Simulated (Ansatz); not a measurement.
# GeH₄NCl: vertical ionisation energy

How much energy removes an electron from GeH₄NCl at fixed geometry? The cation is run at each level and the neutral's energy taken from earlier runs.

The runs use Ansatz 0.2.0, Gaussian basis; unrestricted cation, the program's frozen cores in correlated methods.

Levels to be run: UKS PBE-D4/def2-TZVPP; UKS r2SCAN-D4/def2-TZVPP; UKS PBE0-D4/def2-TZVPP; UKS B3LYP-D4/def2-TZVPP; UKS wB97X-V/def2-TZVPP; UKS wB97M-V/def2-TZVPP; UKS B2PLYP/def2-TZVPP; UHF-CCSD(T)/def2-TZVPP; UHF-CCSD(T)/def2-QZVPP; extrapolation to the limit; then −ε(HOMO) from the neutral's earlier runs with LDA (SPW92), PBE-D4, revPBE-D4, BLYP-D4, r2SCAN-D4, B97M-V, PBE0-D4, B3LYP-D4, r2SCANh-D4, r2SCAN0-D4, HSE06-D4, BHLYP-D4, CAM-B3LYP-D4, LC-ωPBE, ωB97X-V, ωB97M-V.

## Step 1: The geometry

The geometry comes from an earlier relaxation with PBE0-D4/def2-TZVP; it is a stationary point, not always the lowest conformer.

SMILES `[NH2][GeH2][Cl]`, 7 atoms, charge 0, spin multiplicity 1.

Atoms are counted from 1 here; the program's logs count them from 0.

Bond lengths: N1–Ge2 1.818 Å, N1–H4 1.010 Å, N1–H5 1.010 Å, Ge2–Cl3 2.176 Å, Ge2–H6 1.530 Å, Ge2–H7 1.530 Å. Angles: Ge2–N1–H4 115.0°, Ge2–N1–H5 115.0°, H4–N1–H5 109.1°, N1–Ge2–Cl3 112.8°, N1–Ge2–H6 108.7°, N1–Ge2–H7 108.7°, Cl3–Ge2–H6 105.8°, Cl3–Ge2–H7 105.8°, H6–Ge2–H7 115.1°.

## Step 2: Cation, UKS PBE-D4/def2-TZVPP

in.yaml

```yaml
crystal:
  periodic: [false, false, false]
  atoms:
    - {symbol: N, position_ang: [-0.792887, 0.515542, -0.722678]}
    - {symbol: Ge, position_ang: [0.579883, 0.003327, 0.353226]}
    - {symbol: Cl, position_ang: [0.394497, -2.054565, 1.034501]}
    - {symbol: H, position_ang: [-1.700870, 0.526836, -0.279600]}
    - {symbol: H, position_ang: [-0.858894, 0.014672, -1.597694]}
    - {symbol: H, position_ang: [0.559310, 0.864877, 1.617190]}
    - {symbol: H, position_ang: [1.880162, 0.061312, -0.450645]}
basis:
  gaussian: {orbitals: def2-TZVPP}
total_charge: 1
magnetization: {spin_polarized: true, initial_magnetization: 1}
hamiltonian: {xc: pbe, dispersion: d4}
```

Run with:

```bash
$ ansatz run in.yaml --threads 2 --pin off --events-out ev --progress --plain --max-ram 32768MiB --backend cpu
```

After this run come: Cation, UKS r2SCAN-D4/def2-TZVPP; Cation, UKS PBE0-D4/def2-TZVPP; Cation, UKS B3LYP-D4/def2-TZVPP; Cation, UKS wB97X-V/def2-TZVPP; Cation, UKS wB97M-V/def2-TZVPP; Cation, UKS B2PLYP (frozen core)/def2-TZVPP; Cation, UHF-CCSD(T)/def2-TZVPP; Cation, UHF-CCSD(T)/def2-QZVPP.

Q: Predict the results of all the runs planned. Wanted: ionisation energy, CCSD(T)/CBS; nearest functional by difference; nearest −ε(HOMO); −ε(HOMO) of PBE; T1 of the cation.

The runs gave:

| quantity | value |
| --- | --- |
| ionisation energy, CCSD(T)/CBS | 10.47 eV |
| nearest functional by difference | ωB97X-V (-0.10 eV) |
| nearest −ε(HOMO) | ωB97X-V (-0.09 eV) |
| −ε(HOMO) of PBE | 6.49 eV |
| T1 of the cation | 0.022 |

In words: Energy differences with functionals land within 0.56 eV of the reference. −ε(HOMO) of PBE misses by 4.0 eV, since self-interaction lifts the level. Among orbital estimates ωB97X-V comes nearest. Hartree-Fock falls 1.44 eV short, as the neutral has more correlation energy than the cation. The cation may have settled in a state other than its lowest; no search over hole states beyond the program's own was made. Correlated methods include outer-core shells of Ge, which these sets cover unevenly. With outer-core shells in play the reference is unsure by up to some tenths of an eV, so close misses can't be ranked.
